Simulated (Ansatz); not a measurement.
# CuSb (zincblende): equation of state

An exercise on one series of results from a longer session: the logs are not shown, and one member is left open.

Program: Ansatz 0.2.0. Level of theory: DFT r²SCAN, scalar-relativistic, plane waves, PAW. These are calculated values, not measurements.

1 further run of the same task is left out (it didn't finish). Runs told in other sessions of the task aren't counted.

## Starting point

It takes space group F-43m (No. 216, cubic). Conventional cell: a = 5.800 Å, b = 5.800 Å, c = 5.800 Å, α = 90.00°, β = 90.00°, γ = 90.00°. Around Cu (site symmetry -43m) lie 4 Sb at 2.51 Å. Sb (site symmetry -43m) is surrounded by 4 Cu at 2.51 Å.

Coordinates:

```xyz
2
Lattice="0.0000 2.9001 2.9001 2.9001 0.0000 2.9001 2.9001 2.9001 0.0000" Properties=species:S:1:pos:R:3 pbc="T T T"
Cu    0.0000    0.0000    0.0000
Sb    1.4501    1.4501    1.4501
```

This cell comes from an earlier session at r²SCAN: 24.393 Å³/atom at 0.01 GPa, on a 10×10×10 mesh.

Volume factors to run: 0.980, 1.020, 0.960, 1.040, 1.070.

Set-up of the first run:

The input, input.yaml:

```yaml
crystal:
  lattice:
    - [0.0, 2.8806801956, 2.8806801956]
    - [2.8806801956, 0.0, 2.8806801956]
    - [2.8806801956, 2.8806801956, 0.0]
  atoms:
    - { symbol: Cu, position: [0.0, 0.0, 0.0] }
    - { symbol: Sb, position: [0.25, 0.25, 0.25] }
basis:
  ecutwfc: 500
  ecutrho_ratio: 4
kpoints:
  mp_grid: { grid: [10, 10, 10] }
hamiltonian:
  xc: r2scan
scf:
  occupations: { method: gaussian, width: 0.05 }
output:
  forces: true
  stress: true
  eigenvalues: true
```

Started as:

```
> ansatz run input.yaml --threads 2 --pin off --max-ram 2662MiB --backend cpu --events-out ev --progress --plain --runs-dir out
```

Among the steps run: At 0.980 of the relaxed volume; Scaling the volume by 1.020; Volume × 0.960; Scaling the volume by 1.040; At 1.070 of the relaxed volume.

One table of the session follows, with a row left open; its other results are not shown here.

It belongs to the step «Energy and pressure against volume». 

```
volume (Å³/atom)  energy (meV/atom)  pressure (GPa)
          23.417               8.63            2.96
          23.905               2.07            1.40
          24.393               0.00            0.01
          24.881                  ?               ?
          25.368               7.44           -2.34
          26.100              21.54           -3.78
```

**Question.** Estimate the row for volume (Å³/atom) = 24.881.

Worked estimate for «energy (meV/atom)». A straight line through the neighbours (24.393, 0.00) and (25.368, 7.44) gives 0.00 + (7.44 − 0.00) × (24.881 − 24.393) / (25.368 − 24.393) = 3.72; a parabola fitted to 4 rows on both sides gives 2.02.

As computed: energy (meV/atom): 1.94; pressure (GPa): -1.23. In «energy (meV/atom)» the line misses by +1.78 and the parabola by +0.08.
